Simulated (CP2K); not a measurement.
# GaB under changes of volume

One of the cells (11.956 Å³/atom); the others are scaled copies at fixed shape and fractional positions:

```
CELL_PARAMETERS angstrom
2.71824 0.00000 0.00000
0.00000 2.71824 0.00000
0.00000 0.00000 3.23621
ATOMIC_POSITIONS crystal
Ga 0.50000 0.50000 0.50000
B 0.00000 0.00000 0.00000
```

The cell was built by a generator and needn't be a form met in nature.

```yaml
Program: CP2K 2026.2
Functional: PBE
Potentials_or_basis: POTENTIAL_UZH Ga GTH-PBE-q13, B GTH-PBE-q3; TZVP-MOLOPT-PBE-GTH basis
Density_cutoff: 6123 eV
k_mesh: 10 × 10 × 8
Occupations: fermi-dirac, width 0.05 eV
Spin: no spin polarisation
```

| volume (Å³/atom) | energy over the lowest point (meV/atom) | pressure (GPa) |
| --- | --- | --- |
| 11.239 | ? | ? |
| 11.478 | 9.23 | 5.5 |
| 11.717 | 2.90 | 3.0 |
| 11.956 | 0.00 | 0.9 |
| 12.195 | 0.20 | -1.1 |
| 12.434 | 3.16 | -2.8 |
| 12.673 | 8.51 | -4.3 |

Q: What does the run at 11.239 Å³/atom give?

A: Energy over the lowest point 19.44 meV/atom; pressure 8.3 GPa.

Worked out: A Birch-Murnaghan fit of order 3 (a polynomial in V^(-2/3)) to the other rows has its minimum at 12.06 Å³/atom with B0 = V·E''(V) = 99 GPa and B' = 5.0 at fixed shape and positions, which overstates the stiffness. It gives 19.48 meV/atom at 11.239 Å³/atom, against the run's 19.44, and -dE/dV = 8.3 GPa, against 8.3.

Energies are extrapolated to zero smearing.

Caveats: the basis of atomic orbitals isn't converged, which shifts pressures, moduli and gaps.
